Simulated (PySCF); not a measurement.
Molecule: NAlO2H4, in a box.

```xyz
8
Lattice="13.0000 0.0000 0.0000 0.0000 14.0000 0.0000 0.0000 0.0000 11.0000" Properties=species:S:1:pos:R:3 pbc="T T T"
N     5.5903    8.5009    5.8318
Al    6.0578    6.8109    5.6665
O     7.6102    6.3297    5.1987
O     4.8943    5.6531    6.0190
H     6.1913    9.4022    5.6316
H     4.6862    8.8087    6.0952
H     8.3653    6.9568    4.9465
H     5.1120    4.7479    5.9224
```

The cell isn't the ideal one: atoms moved at random, drawn with an rms of 0.05 Å.

Base run:

| Item | Value |
| --- | --- |
| Program | PySCF 2.14.0 |
| Functional | SCAN0 |
| Potentials or basis | 6-31g* (all-electron) |
| k mesh | 1 × 1 × 1 |
| Occupations | fixed |
| Spin | no spin polarisation |

Its results: gap between the frontier levels 7.57 eV.

Task: The run is repeated on the same cell with these changes: functional from SCAN0 to PBE. What comes out?

Result: Gap between the frontier levels 4.59 eV.

SCAN0 gives the wider gap, since exact exchange removes part of the self-interaction.

Caveats: this is a molecule in a periodic box at the Γ point, so its band gap is the HOMO-LUMO gap; the basis of atomic orbitals isn't converged, which shifts pressures, moduli and gaps.

